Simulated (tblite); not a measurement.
# C5H12F2OSi: the cost of one run

Computed with tblite 0.8.0 and PySCF 2.14.0, with density-fitted response routines of our own, on a single molecule in the gas phase. Atoms are numbered from 0 throughout.

### 1 The starting structure

21 atoms, charge 0, multiplicity 1; geometry from: force field or distance geometry start.

Bonds of the start (Å): C0–C1 1.51, C1–O2 1.45, O2–C3 1.43, C3–C4 1.53, C3–C5 1.53, C5–Si6 1.86, Si6–F7 1.61, Si6–F8 1.60, C0–H9 1.10, C0–H10 1.09, C0–H11 1.10, C1–H12 1.08, C1–H13 1.09, C3–H14 1.09, C4–H15 1.10, C4–H16 1.10, C4–H17 1.09, C5–H18 1.10, C5–H19 1.11, Si6–H20 1.48.

### 2 Geometry optimisation with GFN2-xTB

Job settings and geometry (Å):

```
{"job": {"kind": "relax", "xc": "GFN2-xTB", "basis": "xTB"}, "charge": 0, "multiplicity": 1}
C     -2.854500    -0.833100     0.063200
C     -1.806900     0.222200    -0.219400
O     -0.567600    -0.231900     0.373600
C      0.535200     0.640400     0.094500
C      0.485800     1.845100     1.039300
C      1.806700    -0.173900     0.369900
Si     2.183100    -1.486900    -0.899300
F      3.610800    -2.137600    -0.533800
F      2.298600    -0.781400    -2.329100
H     -2.992500    -0.980900     1.146000
H     -2.572200    -1.798100    -0.361300
H     -3.828000    -0.537200    -0.363700
H     -1.682800     0.344800    -1.280600
H     -2.103000     1.169800     0.229500
H      0.507100     0.979200    -0.939300
H     -0.391700     2.470000     0.836600
H      1.377300     2.477100     0.915700
H      0.411400     1.529300     2.079400
H      1.745700    -0.653000     1.361000
H      2.679200     0.505000     0.405700
H      1.149500    -2.552000    -0.947000
```

Started as:

```
$ OMP_NUM_THREADS=1 python probes_run.py task.json out
```

One launch serves the whole session: the jobs run in the order shown.

Q: Estimate the wall time of this first job on 1 thread of Arm Neoverse V1, shared host.

About 1.1 s.
